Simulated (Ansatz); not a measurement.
# CaO (Lime): the cost of one run

Program: the Python package of Ansatz 0.2.0. The levels of theory stand in the script. These are calculated values, not measurements.

### 1 Starting point

Symmetry: Fm-3m, No. 225, cubic system. Conventional cell: a = 4.813 Å, b = 4.813 Å, c = 4.813 Å, α = 90.00°, β = 90.00°, γ = 90.00°. Ca (site symmetry m-3m) has 6 O at 2.41 Å in its first shell of neighbours. O (site symmetry m-3m) has 6 Ca at 2.41 Å in its first shell of neighbours.

The script reads cao.cif:

```cif
data_CaO
_cell_length_a 3.403305
_cell_length_b 3.403305
_cell_length_c 3.403305
_cell_angle_alpha 60.00000
_cell_angle_beta 60.00000
_cell_angle_gamma 60.00000
_symmetry_space_group_name_H-M 'P 1'
_symmetry_Int_Tables_number 1
loop_
_symmetry_equiv_pos_as_xyz
'x, y, z'
loop_
_atom_site_label
_atom_site_type_symbol
_atom_site_fract_x
_atom_site_fract_y
_atom_site_fract_z
Ca1 Ca    0.000000    0.000000    0.000000
O2 O    0.500000    0.500000    0.500000
```

### 2 Script

run_ddh.py reads:

```python
# -*- coding: utf-8 -*-
"""Dielectric-dependent hybrid for CaO."""

import ansatz
from ase.io import read
import numpy as np


def count_gap(report):
    # lowest empty less highest filled band, counting bands; zero where they overlap
    return max(report.get("gap_by_band_count_ev") or 0.0, 0.0)


def main():
    atoms = read("cao.cif")
    cao = ansatz.Crystal.from_ase(atoms)

    calc = cao.calculation().kpoints(6).occupations("fixed").band_table()
    semilocal = calc.functional("pbe").run(threads=1).report
    hybrid = calc.functional(exchange="pbe", correlation="pbe", exact_fraction="inverse_dielectric").run(threads=1).report
    alpha = hybrid["hybrid"]["exact_exchange_fraction"]
    print(f"fraction of exact exchange {alpha:.4f}, so eps_inf = {1 / alpha:.2f}")
    print(f"gap by band count: {count_gap(semilocal):.3f} eV semilocal, {count_gap(hybrid):.3f} eV hybrid")


if __name__ == "__main__":
    main()
```

### 3 What the engine is handed

The engine receives this input (first run):

```yaml
crystal:
  lattice:
    - [3.403305, 0.0, 0.0]
    - [1.7016525000000005, 2.9473485868265987, 0.0]
    - [1.7016525000000005, 0.9824495289421998, 2.778786896354234]
  atoms:
    - { symbol: Ca, position: [0.0, 0.0, 0.0] }
    - { symbol: O, position: [0.5, 0.5, 0.5] }
kpoints:
  mp_grid:
    grid: [6, 6, 6]
hamiltonian:
  xc: pbe
scf:
  occupations:
    method: fixed
output:
  eigenvalues: true
```

### 4 Launch

Launch:

```
python run_ddh.py
```

What time and memory should one allow on 1 thread of Arm Neoverse V2, shared host?

About 17 s, with a peak of 0.86 GiB.
